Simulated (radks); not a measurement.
# Ionising ruthenium step by step, Ru²⁵⁺ to Ru³⁷⁺

How much does each further electron of ruthenium cost? Each ion is computed in its NIST ground configuration. Each value is a difference of total energies (Δ-SCF).

Program: radks (a radial shooting solver on a logarithmic mesh, Libxc functionals) version 1. Level of theory: scalar-relativistic Kohn-Sham, LDA (Slater exchange, Perdew-Wang correlation), spin-polarised, spherical densities, point nucleus; open shells are filled with parallel spins first. These are calculated values, not measurements, unless marked.

### Step 1. What is computed

* element: ruthenium (Z = 44)
* charges: 25 to 37
* first configuration: [Ar] 3d1
* last configuration: [He] 2s2 2p3

The outer shells:

Ru²⁵⁺
```
[Ar] core
3d [↑ ][  ][  ][  ][  ]
```

Ru³⁷⁺
```
[He] core
2s [↑↓]
2p [↑ ][↑ ][↑ ]
```

### Step 2. Ru²⁵⁺, [Ar] 3d1

Settings of this run:

```text
Z 44
configuration [Ar] 3d1
relativity scalar-relativistic
functional lda,pw
spin polarised
nucleus point
c 137.035999084
```

### Step 3. Ru²⁶⁺, [Ar]

Settings of this run:

```text
Z 44
configuration [Ar] 4s0 3d0
relativity scalar-relativistic
functional lda,pw
spin polarised
nucleus point
c 137.035999084
```

### Step 4. Ru²⁷⁺, [Ne] 3s2 3p5

Settings of this run:

```text
Z 44
configuration [Ne] 3s2 3p5 4s0 3d0
relativity scalar-relativistic
functional lda,pw
spin polarised
nucleus point
c 137.035999084
```

### Step 5. Ru²⁸⁺, [Ne] 3s2 3p4

Settings of this run:

```text
Z 44
configuration [Ne] 3s2 3p4 4s0 3d0
relativity scalar-relativistic
functional lda,pw
spin polarised
nucleus point
c 137.035999084
```

### Step 6. Ru²⁹⁺, [Ne] 3s2 3p3

Settings of this run:

```text
Z 44
configuration [Ne] 3s2 3p3
relativity scalar-relativistic
functional lda,pw
spin polarised
nucleus point
c 137.035999084
```

### Step 7. Ru³⁰⁺, [Ne] 3s2 3p2

Settings of this run:

```text
Z 44
configuration [Ne] 3s2 3p2 4s0 3d0
relativity scalar-relativistic
functional lda,pw
spin polarised
nucleus point
c 137.035999084
```

### Step 8. Ru³¹⁺, [Ne] 3s2 3p1

Settings of this run:

```text
Z 44
configuration [Ne] 3s2 3p1
relativity scalar-relativistic
functional lda,pw
spin polarised
nucleus point
c 137.035999084
```

### Step 9. Ru³²⁺, [Ne] 3s2

Settings of this run:

```text
Z 44
configuration [Ne] 3s2 3p0 4s0
relativity scalar-relativistic
functional lda,pw
spin polarised
nucleus point
c 137.035999084
```

### Step 10. Ru³³⁺, [Ne] 3s1

Settings of this run:

```text
Z 44
configuration [Ne] 3s1 3p0 4s0
relativity scalar-relativistic
functional lda,pw
spin polarised
nucleus point
c 137.035999084
```

### Step 11. Ru³⁴⁺, [Ne]

Settings of this run:

```text
Z 44
configuration [Ne] 3s0 3p0
relativity scalar-relativistic
functional lda,pw
spin polarised
nucleus point
c 137.035999084
```

### Step 12. Ru³⁵⁺, [He] 2s2 2p5

Settings of this run:

```text
Z 44
configuration [He] 2s2 2p5
relativity scalar-relativistic
functional lda,pw
spin polarised
nucleus point
c 137.035999084
```

### Step 13. Ru³⁶⁺, [He] 2s2 2p4

Settings of this run:

```text
Z 44
configuration [He] 2s2 2p4
relativity scalar-relativistic
functional lda,pw
spin polarised
nucleus point
c 137.035999084
```

### Step 14. Ru³⁷⁺, [He] 2s2 2p3

Settings of this run:

```text
Z 44
configuration [He] 2s2 2p3
relativity scalar-relativistic
functional lda,pw
spin polarised
nucleus point
c 137.035999084
```

What does the calculation give? Wanted: for each run, species; configuration; Δ-SCF; −ε(HOMO); NIST; error.

**Answer**, as computed:

```csv
species,configuration,Δ-SCF (eV),−ε(HOMO) (eV),NIST (eV),error (%)
Ru²⁵⁺,[Ar] 3d1,1252.1,1218.0,1253 (theory),-0.1
Ru²⁶⁺,[Ar],1458.5,1427.8,1447 (semi-emp.),+0.8
Ru²⁷⁺,[Ne] 3s2 3p5,1520.5,1489.9,1507 (semi-emp.),+0.9
Ru²⁸⁺,[Ne] 3s2 3p4,1582.2,1551.9,1577 (semi-emp.),+0.3
Ru²⁹⁺,[Ne] 3s2 3p3,1662.5,1630.5,1659 (semi-emp.),+0.2
Ru³⁰⁺,[Ne] 3s2 3p2,1727.2,1695.3,1743 (semi-emp.),-0.9
Ru³¹⁺,[Ne] 3s2 3p1,1791.5,1759.9,1794 (semi-emp.),-0.1
Ru³²⁺,[Ne] 3s2,1947.8,1919.8,1949 (semi-emp.),-0.1
Ru³³⁺,[Ne] 3s1,2016.7,1988.8,2013.0 (semi-emp.),+0.2
Ru³⁴⁺,[Ne],4797.3,4709.2,4758 (semi-emp.),+0.8
Ru³⁵⁺,[He] 2s2 2p5,4975.7,4887.8,4939 (semi-emp.),+0.7
Ru³⁶⁺,[He] 2s2 2p4,5151.7,5065.6,5136 (semi-emp.),+0.3
```

**Reading.** Reference values: NIST Atomic Spectra Database (exp. measured, semi-emp. semi-empirical, theory a theoretical value adopted there). The steepest step, after dividing by the final charge, comes at Ru³⁴⁺ in [Ne], where the value goes from 2016.7 to 4797.3 eV. There the highest level belongs to another shell. The Δ-SCF values miss the measured or semi-empirical entries by +0.3 % in the signed mean; the largest miss is +0.9 % (Ru²⁷⁺). Minus the highest eigenvalue gives 97 to 99 % of the Δ-SCF value along the ladder. Open shells are spherical and high-spin; term and fine-structure splittings are not resolved.
